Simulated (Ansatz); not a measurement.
# LiF2: the cost of one run

Method: DFT PBE, scalar-relativistic, plane waves, PAW, in Ansatz 0.2.0.

### Step 1. The structure to begin with

Symmetry: Pmn2_1, No. 31, orthorhombic system. Conventional cell: a = 4.772 Å, b = 3.812 Å, c = 4.425 Å, α = 90.00°, β = 90.00°, γ = 90.00°. Li (site symmetry m) has 4 F at 1.73 to 2.01 Å as nearest neighbours. F (site symmetry 1) is surrounded by 1 F at 1.59 Å and 2 Li at 1.73 to 2.01 Å.

Coordinates:

```
CELL_PARAMETERS angstrom
4.77162 0.00000 0.00000
0.00000 3.81204 0.00000
0.00000 0.00000 4.42509
ATOMIC_POSITIONS crystal
Li 0.00000 0.50000 0.25000
Li 0.50000 0.50000 0.75000
F 0.33333 0.28327 0.45752
F 0.66667 0.28327 0.45752
F 0.16667 0.71673 0.95752
F 0.83333 0.71673 0.95752
```

### Step 2. Coarse relaxation

Contents of input.yaml:

```yaml
crystal:
  lattice:
    - [4.7716246852, 0.0, 0.0]
    - [0.0, 3.8120438179, 0.0]
    - [0.0, 0.0, 4.4250897755]
  atoms:
    - { symbol: Li, position: [0.0, 0.5, 0.25] }
    - { symbol: Li, position: [0.5, 0.5, 0.75] }
    - { symbol: F, position: [0.3333333333, 0.2832720069, 0.4575172803] }
    - { symbol: F, position: [0.6666666667, 0.2832720069, 0.4575172803] }
    - { symbol: F, position: [0.1666666667, 0.7167279931, 0.9575172803] }
    - { symbol: F, position: [0.8333333333, 0.7167279931, 0.9575172803] }
basis:
  ecutwfc: 420
kpoints:
  mp_grid: { grid: [4, 4, 4] }
hamiltonian:
  xc: pbe
scf:
  occupations: { method: gaussian, width: 0.1 }
  lower_state_search: "off"
output:
  forces: true
  stress: true
  eigenvalues: true
relax:
  adjacent_minimum: "off"
  f_tol: 0.04
  max_steps: 70
  cell: { stress_tol: 0.4 }
```

Launch:

```console
ansatz run input.yaml --threads 1 --pin off --max-ram 2560MiB --backend cpu --events-out ev --progress --plain --runs-dir out
```

**Question.** How long does this run take on 1 thread of Arm Neoverse V2, shared host, and how much memory does it need?

About 78 s, with a peak of 0.35 GiB.
